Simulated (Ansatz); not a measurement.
Task: the interaction energy of a dimer with the counterpoise correction of BClHI, SMILES ClBI, with Ansatz 0.2.0, Python API. Give the script and its output. Level of theory (for the species named): MP2, def2-SVP basis, multiplicity 1.

```xyz
4

Cl   -1.6858   -0.6014    0.1557
B    -0.0660    0.1642   -0.1350
I     1.6715   -0.7549    0.7819
H     0.1359    1.1318   -0.8229
```

Script `dimer_bclhi.py`:
```python
import ansatz as az
import numpy as np

FIRST = [
    ("Cl", (-1.6997, -0.5863, 0.1608)),
    ("B", (-0.0799, 0.1793, -0.1299)),
    ("I", (1.6576, -0.7398, 0.787)),
    ("H", (0.122, 1.1469, -0.8178)),
]
SECOND = [
    ("Cl", (2.1009, -4.2962, 1.8566)),
    ("B", (0.5454, -4.8391, 1.095)),
    ("I", (-1.2974, -3.9302, 1.7895)),
    ("H", (0.4468, -5.648, 0.2083)),
]

def energy(atoms, ghosts=()):
    molecule = az.Crystal.molecule()
    for symbol, xyz in atoms:
        molecule = molecule.atom(symbol, xyz)
    calc = (
        molecule.calculation()
        .basis(gaussian="def2-SVP")
        .correlation("mp2")
    )
    deck = calc.input()
    if ghosts:
        deck = deck.set(az.key.basis.gaussian.ghost_atoms, [{"symbol": s, "position_ang": list(xyz)} for s, xyz in ghosts])
    return az.Session.from_dict(deck).plan().execute().report["free_energy_ev"]

direction = np.array([0.0924, -0.9626, 0.2546])
print("shift (A)   counterpoise-corrected interaction (eV)")
for shift in (-0.3, 0.0, 0.4, 1.0, 2.0):
    moved = [(s, tuple(np.round(np.array(xyz) + shift * direction, 4))) for s, xyz in SECOND]
    gain = energy(FIRST + moved) - energy(FIRST, moved) - energy(moved, FIRST)
    print(f"{shift:8.2f} {gain:14.3f}")
```

```console
$ python dimer_bclhi.py
shift (A)   counterpoise-corrected interaction (eV)
   -0.30          0.272
    0.00          0.081
    0.40          0.001
    1.00         -0.016
    2.00         -0.009
```

The settings weren't tested for convergence. The dimer is a generated trial pose of unrelaxed monomers, not a minimum, so the figure is no binding energy, and the basis set is small. def2 sets replace the cores of elements past krypton by effective core potentials. Finished in 45 s on 1 thread of Arm Neoverse V2 (shared host), peak memory 0.39 GiB.

(Lines on the test bed's own set-up are left out of the output.)
